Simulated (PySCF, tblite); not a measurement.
**C5H6AlBr: geometry, infrared bands and NMR shifts**

Aim: predict the infrared bands and NMR shifts of C5H6AlBr (`C=CC#C[CH2][AlH][Br]`).

The runs use tblite 0.8.0 and PySCF 2.14.0, with density-fitted response routines of our own; the level of theory stands in each step. All values are computed, except where a source is named. Atoms count from 0, in the outputs and in this text.

### 1 Starting geometry

13 atoms, charge 0, multiplicity 1; geometry from: force field or distance geometry start.

Bonds of the start (Å): C0–C1 1.33, C1–C2 1.44, C2–C3 1.22, C3–C4 1.46, C4–Al5 1.98, Al5–Br6 2.39, C0–H7 1.09, C0–H8 1.09, C1–H9 1.10, C4–H10 1.11, C4–H11 1.13, Al5–H12 1.61.

### 2 Geometry optimisation with GFN2-xTB

Job settings and geometry (Å):

```
{"job": {"kind": "relax", "xc": "GFN2-xTB", "basis": "xTB"}, "charge": 0, "multiplicity": 1}
C      2.828200    -1.224800    -0.970900
C      2.186200    -0.920900     0.150600
C      0.878300    -0.338200    -0.001700
C     -0.231900     0.151600    -0.168100
C     -1.564900     0.709300    -0.361400
Al    -2.458100     1.055500     1.374100
Br    -3.826200     3.014500     1.482600
H      3.829600    -1.667400    -0.962100
H      2.388600    -1.042300    -1.949800
H      2.610700    -1.103900     1.145300
H     -2.130600    -0.045300    -0.948500
H     -1.517500     1.630300    -1.012900
H     -2.996800    -0.217900     2.205100
```

Command:

```bash
$ OMP_NUM_THREADS=1 python probes_run.py task.json out
```

This one command runs all jobs of the session in turn.

**Question.** This job is followed by: GFN2-xTB harmonic vibrations, gas phase; GIAO PBE0/pcSseg-1 NMR shielding, non-relativistic, gas phase. What will the session give for the following? strongest single infrared mode (GFN2-xTB); zero-point energy (GFN2-xTB); ¹³C shifts against TMS (PBE0/pcSseg-1); ¹H shifts against TMS (PBE0/pcSseg-1, means over atoms taken as alike); ²⁷Al shifts against AlH4- (PBE0/pcSseg-1); ⁷⁹Br shifts against HBr (PBE0/pcSseg-1); surface potential, 1st and 99th percentile.

**Answer**, as computed:

| quantity | value |
| --- | --- |
| strongest single infrared mode (GFN2-xTB) | 646 cm⁻¹, 219 km/mol |
| zero-point energy (GFN2-xTB) | 52.4 kcal/mol |
| ¹³C shifts against TMS (PBE0/pcSseg-1) | 136.8, 125.4, 99.1, 88.5, 6.2 ppm |
| ¹H shifts against TMS (PBE0/pcSseg-1, means over atoms taken as alike) | 6.03, 6.02, 5.81, 5.40, 2.11 ppm |
| ²⁷Al shifts against AlH4- (PBE0/pcSseg-1) | 164.3 ppm |
| ⁷⁹Br shifts against HBr (PBE0/pcSseg-1) | 172 ppm |
| surface potential, 1st and 99th percentile | -0.69 V and 3.05 V |

What this shows: The optimisation took 92 steps and gained 0.550 eV; among the close pairs (by a distance rule), Al5–Br6 changed most, from 2.392 to 2.257 Å. The lowest mode is imaginary (43i cm⁻¹), so the xTB geometry is not a minimum. The strongest single mode, at 646 cm⁻¹, moves mainly Al5 and C4. Unscaled tight-binding wavenumbers are off by several per cent, some by more. Its intensities can rank the bands wrongly. The most deshielded carbon is C0 (terminal =CH2 carbon), at 136.8 ppm: as expected for a trigonal carbon in a double bond. At PBE0/pcSseg-1: The largest span, 723 ppm, is at Br6, where the paramagnetic term is -674 ppm. By nearest atom (PBE0/pcSseg-1), the HOMO sits on C0, C3 about 26 % each; C2 19 % and the LUMO on Al5 55 %; H12 17 %. Spin-orbit coupling is left out, which matters for shieldings and couplings at and beside the heavy atoms.
